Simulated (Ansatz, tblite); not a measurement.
# The cluster Si4Cl2: removing and adding an electron

What does removing or adding an electron cost or gain for the cluster Si4Cl2? Each charged state is run at several levels.

The runs use Ansatz 0.2.0, Gaussian basis; as each input shows.

The runs, in order: charge +1 doublet, at the geometry of the singlet (PBE0-D4/def2-TZVP, PBE-D4/def2-TZVP, B3LYP-D4/def2-TZVP); charge -1 doublet, at the geometry of the singlet (PBE0-D4/def2-TZVPD, PBE-D4/def2-TZVPD, B3LYP-D4/def2-TZVPD); the starting singlet's energies come from earlier runs.

2 further runs of the same task are left out: 2 set aside as unsound or not needed.

**1. The geometry**

The geometry is that of the singlet, from an earlier relaxation (B3LYP-D4/def2-SVP). At that level it is the lowest of the isomers that a small search found.

6 atoms, charge 0, spin multiplicity 1.

Atoms are counted from 1 here; the program's logs count them from 0.

Bond lengths: Si1–Si3 2.375 Å, Si1–Si4 2.472 Å, Si1–Cl5 2.454 Å, Si2–Si3 2.471 Å, Si2–Si4 2.374 Å, Si2–Cl6 2.454 Å, Si3–Cl5 2.438 Å, Si4–Cl6 2.439 Å. Angles: Si3–Si1–Si4 114.0°, Si3–Si1–Cl5 60.6°, Si4–Si1–Cl5 100.9°, Si3–Si2–Si4 114.1°, Si3–Si2–Cl6 101.1°, Si4–Si2–Cl6 60.7°, Si1–Si3–Si2 66.0°, Si1–Si3–Cl5 61.3°, Si2–Si3–Cl5 78.3°, Si1–Si4–Si2 66.0°, Si1–Si4–Cl6 78.1°, Si2–Si4–Cl6 61.3° and more.

**2. Charge +1 doublet at the fixed geometry, PBE0-D4/def2-TZVP**

Contents of in.yaml:

```yaml
crystal:
  periodic: [false, false, false]
  atoms:
    - {symbol: Si, position_ang: [-0.596181, -1.115325, 0.377009]}
    - {symbol: Si, position_ang: [0.596828, 1.114257, -0.380479]}
    - {symbol: Si, position_ang: [-1.537254, 0.276226, -1.301432]}
    - {symbol: Si, position_ang: [1.535157, -0.271895, 1.302805]}
    - {symbol: Cl, position_ang: [-2.129365, 0.686851, 1.027310]}
    - {symbol: Cl, position_ang: [2.130814, -0.690114, -1.025222]}
basis:
  gaussian: {orbitals: def2-TZVP}
total_charge: 1
magnetization: {spin_polarized: true, initial_magnetization: 1}
hamiltonian: {xc: pbe0, dispersion: d4}
scf: {omitted_lower_state_checks: [starts]}
output: {orbitals: {seedname: orbitals}}
```

Launch:

```sh
$ ansatz run in.yaml --threads 4 --pin off --events-out ev --progress --plain --max-ram 4787MiB
```

Standard output:

```text
Functional definition: PBE0
  name "PBE0"
  cite "Adamo & Barone, J. Chem. Phys. 110, 6158 (1999) doi:10.1063/1.478522"
  cite "Perdew, Burke & Ernzerhof, Phys. Rev. Lett. 77, 3865 (1996) doi:10.1103/PhysRevLett.77.3865"
  parent pbe
  parameter a = 0.25
  parameter kappa = 0.804
  parameter beta = 0.06672455060314922
  exchange = (1 - a)*pbe_x(kappa = kappa, mu = beta*pi^2/3) + a*exact_x
  correlation = pbe_c(beta = beta)
these checks for a lower state are left out or cut short: starts
1608 factors; their error is unknown
mean field evaluation 1: about -56523.1668 eV, gradient 2.6e1 eV
mean field evaluation 2: about -56519.9158 eV, gradient 3.6e1 eV
mean field evaluation 4: about -56527.5318 eV, gradient 3.7e0 eV
mean field evaluation 8: about -56527.6433 eV, gradient 2.0e-1 eV
mean field evaluation 16: about -56527.8494 eV, gradient 9.0e-3 eV
mean field evaluation 32: about -56527.8495 eV, gradient 6.5e-5 eV
mean field -56527.84945759 eV, -2077.3601516140 hartree, gradient 1.2e-5 eV, S^2 0.772603; 0 other end points of the search recorded, 0 dependent functions left out
reference -56527.84948855 eV, -2077.3601527515 hartree; 45, 44 occupied and 177, 178 virtual orbitals, 1608 factors
Total energy: -56528.24046766 eV, -2077.3745209689 hartree
Checks for a lower state left out: starts
```

It took 33 s on 4 threads of Arm Neoverse N1, shared host; peak memory 1.2 GiB.

Report: HOMO -11.39 eV, LUMO -9.68 eV (over both spins); ⟨S²⟩ 0.773 (pure: 0.75).

**3. Charge +1 doublet at the fixed geometry, PBE-D4/def2-TZVP**

start.molden holds the orbitals of an earlier run on this state, given as this run's starting guess.

Changes to in.yaml since step 2:

```diff
@@ -10,6 +10,6 @@
 basis:
-  gaussian: {orbitals: def2-TZVP}
+  gaussian: {orbitals: def2-TZVP, initial_orbitals: start.molden}
 total_charge: 1
 magnetization: {spin_polarized: true, initial_magnetization: 1}
-hamiltonian: {xc: pbe0, dispersion: d4}
+hamiltonian: {xc: pbe, dispersion: d4}
 scf: {omitted_lower_state_checks: [starts]}
```

Same command.

Standard output:

```text
Functional definition: PBE
  name "PBE"
  cite "Perdew, Burke & Ernzerhof, Phys. Rev. Lett. 77, 3865 (1996) doi:10.1103/PhysRevLett.77.3865"
  parent pbe
  parameter kappa = 0.804
  parameter beta = 0.06672455060314922
  exchange = pbe_x(kappa = kappa, mu = beta*pi^2/3)
  correlation = pbe_c(beta = beta)
these checks for a lower state are left out or cut short: starts
1520 factors; their error is unknown
mean field evaluation 1: about -56523.6136 eV, gradient 1.2e1 eV
mean field evaluation 2: about -56523.7731 eV, gradient 2.5e-1 eV
mean field evaluation 4: about -56523.7516 eV, gradient 3.6e-2 eV
mean field evaluation 8: about -56523.7516 eV, gradient 1.3e-5 eV
mean field -56523.75159064 eV, -2077.2095577812 hartree, gradient 1.1e-5 eV, S^2 0.759396; 0 other end points of the search recorded, 0 dependent functions left out
reference -56523.75163157 eV, -2077.2095592853 hartree; 45, 44 occupied and 177, 178 virtual orbitals, 1520 factors
Total energy: -56524.20824650 eV, -2077.2263395744 hartree
Checks for a lower state left out: starts
```

Run time: 10 s. Hardware: 4 threads of Arm Neoverse N1, shared host.

HOMO -10.52 eV, LUMO -10.27 eV (over both spins); ⟨S²⟩ 0.759 (pure: 0.75).

**4. Charge +1 doublet at the fixed geometry, B3LYP-D4/def2-TZVP**

Changes to in.yaml since step 3:

```diff
@@ -13,3 +13,3 @@
 magnetization: {spin_polarized: true, initial_magnetization: 1}
-hamiltonian: {xc: pbe, dispersion: d4}
+hamiltonian: {xc: {name: B3LYP}, dispersion: d4}
 scf: {omitted_lower_state_checks: [starts]}
```

Same command.

Standard output, shortened:

```text
Functional definition: B3LYP
  name "B3LYP"
  cite "Stephens, Devlin, Chabalowski & Frisch, J. Phys. Chem. 98, 11623 (1994) doi:10.1021/j100096a001"
  cite "Becke, Phys. Rev. A 38, 3098 (1988) doi:10.1103/PhysRevA.38.3098"
  cite "Lee, Yang & Parr, Phys. Rev. B 37, 785 (1988) doi:10.1103/PhysRevB.37.785"
  cite "Vosko, Wilk & Nusair, Can. J. Phys. 58, 1200 (1980) doi:10.1139/p80-159"
[...]
1570 factors; their error is unknown
[...]
mean field -56551.51709954 eV, -2078.2299214129 hartree, gradient 4.2e-6 eV, S^2 0.765071; 0 other end points of the search recorded, 0 dependent functions left out
reference -56551.51736861 eV, -2078.2299313011 hartree; 45, 44 occupied and 177, 178 virtual orbitals, 1570 factors
Total energy: -56552.28279582 eV, -2078.2580602322 hartree
Checks for a lower state left out: starts
```

Wall time 25 s (4 threads of Arm Neoverse N1, shared host); peak memory 1.1 GiB.

From the report: HOMO -11.17 eV, LUMO -9.86 eV (over both spins); ⟨S²⟩ 0.765 (pure: 0.75).

**5. Vertical ionisation energy**

Charged state less starting state, singlet to doublet; the starting state's energies are those of its earlier runs.

```
             level  vertical ionisation energy (eV)  time
  PBE-D4/def2-TZVP                            +7.96  16 s
B3LYP-D4/def2-TZVP                            +8.12  33 s
 PBE0-D4/def2-TZVP                            +8.13  41 s
```

Times add the two runs; a level without a time comes out of a correlated run.

Beside −ε(HOMO) of the starting state:

```
             level  −ε(HOMO) (eV)  by difference (eV)  mismatch (eV)
  PBE-D4/def2-TZVP           5.59                7.96          -2.37
B3LYP-D4/def2-TZVP           6.30                8.12          -1.81
 PBE0-D4/def2-TZVP           6.52                8.13          -1.61
```

**6. Charge -1 doublet at the fixed geometry, PBE0-D4/def2-TZVPD**

Changes to in.yaml since step 4:

```diff
@@ -10,6 +10,6 @@
 basis:
-  gaussian: {orbitals: def2-TZVP, initial_orbitals: start.molden}
-total_charge: 1
+  gaussian: {orbitals: def2-TZVPD}
+total_charge: -1
 magnetization: {spin_polarized: true, initial_magnetization: 1}
-hamiltonian: {xc: {name: B3LYP}, dispersion: d4}
+hamiltonian: {xc: pbe0, dispersion: d4}
 scf: {omitted_lower_state_checks: [starts]}
```

The command is unchanged.

Standard output, shortened:

```text
Functional definition: PBE0
  name "PBE0"
  cite "Adamo & Barone, J. Chem. Phys. 110, 6158 (1999) doi:10.1063/1.478522"
  cite "Perdew, Burke & Ernzerhof, Phys. Rev. Lett. 77, 3865 (1996) doi:10.1103/PhysRevLett.77.3865"
  parent pbe
[...]
1800 factors; their error is unknown
[...]
mean field -56537.57459919 eV, -2077.7175439756 hartree, gradient 1.8e-5 eV, S^2 0.773096; 0 other end points of the search recorded, 0 dependent functions left out
reference -56537.57463659 eV, -2077.7175453502 hartree; 46, 45 occupied and 218, 219 virtual orbitals, 1800 factors
Total energy: -56538.00262336 eV, -2077.7332735739 hartree
Checks for a lower state left out: starts
```

Wall time 54 s (4 threads of Arm Neoverse N1, shared host); peak memory 1.4 GiB.

From the report: HOMO -0.12 eV, LUMO 1.64 eV (over both spins); ⟨S²⟩ 0.773 (pure: 0.75).

**7. Charge -1 doublet at the fixed geometry, PBE-D4/def2-TZVPD**

Changes to in.yaml since step 6:

```diff
@@ -10,6 +10,6 @@
 basis:
-  gaussian: {orbitals: def2-TZVPD}
+  gaussian: {orbitals: def2-TZVPD, initial_orbitals: start.molden}
 total_charge: -1
 magnetization: {spin_polarized: true, initial_magnetization: 1}
-hamiltonian: {xc: pbe0, dispersion: d4}
+hamiltonian: {xc: pbe, dispersion: d4}
 scf: {omitted_lower_state_checks: [starts]}
```

The command is unchanged.

Standard output:

```text
Functional definition: PBE
  name "PBE"
  cite "Perdew, Burke & Ernzerhof, Phys. Rev. Lett. 77, 3865 (1996) doi:10.1103/PhysRevLett.77.3865"
  parent pbe
  parameter kappa = 0.804
  parameter beta = 0.06672455060314922
  exchange = pbe_x(kappa = kappa, mu = beta*pi^2/3)
  correlation = pbe_c(beta = beta)
these checks for a lower state are left out or cut short: starts
1660 factors; their error is unknown
mean field evaluation 1: about -56533.1368 eV, gradient 1.2e1 eV
mean field evaluation 2: about -56533.3101 eV, gradient 3.5e-1 eV
mean field evaluation 4: about -56533.3135 eV, gradient 1.1e-1 eV
mean field evaluation 8: about -56533.3137 eV, gradient 2.2e-5 eV
mean field -56533.31373999 eV, -2077.5609602884 hartree, gradient 2.2e-5 eV, S^2 0.757945; 0 other end points of the search recorded, 0 dependent functions left out
reference -56533.31378741 eV, -2077.5609620310 hartree; 46, 45 occupied and 218, 219 virtual orbitals, 1660 factors
Total energy: -56533.81355051 eV, -2077.5793279860 hartree
Checks for a lower state left out: starts
```

Run time: 14 s. Hardware: 4 threads of Arm Neoverse N1, shared host; peak memory 0.59 GiB.

Report: HOMO 0.49 eV, LUMO 0.90 eV (over both spins); ⟨S²⟩ 0.758 (pure: 0.75). Doubts: highest occupied level lies above zero.

**8. Charge -1 doublet at the fixed geometry, B3LYP-D4/def2-TZVPD**

Changes to in.yaml since step 7:

```diff
@@ -13,3 +13,3 @@
 magnetization: {spin_polarized: true, initial_magnetization: 1}
-hamiltonian: {xc: pbe, dispersion: d4}
+hamiltonian: {xc: {name: B3LYP}, dispersion: d4}
 scf: {omitted_lower_state_checks: [starts]}
```

Launched as before.

Standard output, shortened:

```text
Functional definition: B3LYP
  name "B3LYP"
  cite "Stephens, Devlin, Chabalowski & Frisch, J. Phys. Chem. 98, 11623 (1994) doi:10.1021/j100096a001"
  cite "Becke, Phys. Rev. A 38, 3098 (1988) doi:10.1103/PhysRevA.38.3098"
  cite "Lee, Yang & Parr, Phys. Rev. B 37, 785 (1988) doi:10.1103/PhysRevB.37.785"
  cite "Vosko, Wilk & Nusair, Can. J. Phys. 58, 1200 (1980) doi:10.1139/p80-159"
[...]
1748 factors; their error is unknown
[...]
mean field -56561.15713236 eV, -2078.5841860849 hartree, gradient 2.0e-5 eV, S^2 0.764783; 0 other end points of the search recorded, 0 dependent functions left out
reference -56561.15737689 eV, -2078.5841950712 hartree; 46, 45 occupied and 218, 219 virtual orbitals, 1748 factors
Total energy: -56561.99506630 eV, -2078.6149795893 hartree
Checks for a lower state left out: starts
```

Run time: 40 s. Hardware: 4 threads of Arm Neoverse N1, shared host; peak memory 1.2 GiB.

Report: HOMO 0.07 eV, LUMO 1.47 eV (over both spins); ⟨S²⟩ 0.765 (pure: 0.75). Doubts: highest occupied level lies above zero.

**9. Vertical electron affinity**

Starting state less charged state (positive: the electron is bound), singlet to doublet; the starting state's energies are those of its earlier runs.

```
              level  vertical electron affinity (eV)  time
  PBE-D4/def2-TZVPD                            +1.58  20 s
B3LYP-D4/def2-TZVPD                            +1.54  54 s
 PBE0-D4/def2-TZVPD                            +1.58  65 s
```

Times add the two runs; a level without a time comes out of a correlated run.

Beside −ε(LUMO) of the starting state:

```
              level  −ε(LUMO) (eV)  by difference (eV)  mismatch (eV)
  PBE-D4/def2-TZVPD           3.66                1.58          +2.08
B3LYP-D4/def2-TZVPD           3.10                1.54          +1.56
 PBE0-D4/def2-TZVPD           3.01                1.58          +1.43
```

**10. What came out**

| quantity | value |
| --- | --- |
| vertical ionisation energy, functionals in def2-TZVP | 7.96 (PBE-D4) to 8.13 eV (PBE0-D4) |
| vertical electron affinity, functionals in def2-TZVPD | 1.54 (B3LYP-D4) to 1.58 eV (PBE-D4) |

The vertical ionisation energy spans 7.96 to 8.13 eV over the functionals. −ε(HOMO) misses the level's own difference by -1.61 eV at best (PBE0-D4) and -2.37 eV at worst (PBE-D4). The vertical electron affinity spans 1.54 to 1.58 eV over the functionals. −ε(LUMO) misses the level's own difference by +1.43 eV at best (PBE0-D4) and +2.08 eV at worst (PBE-D4).
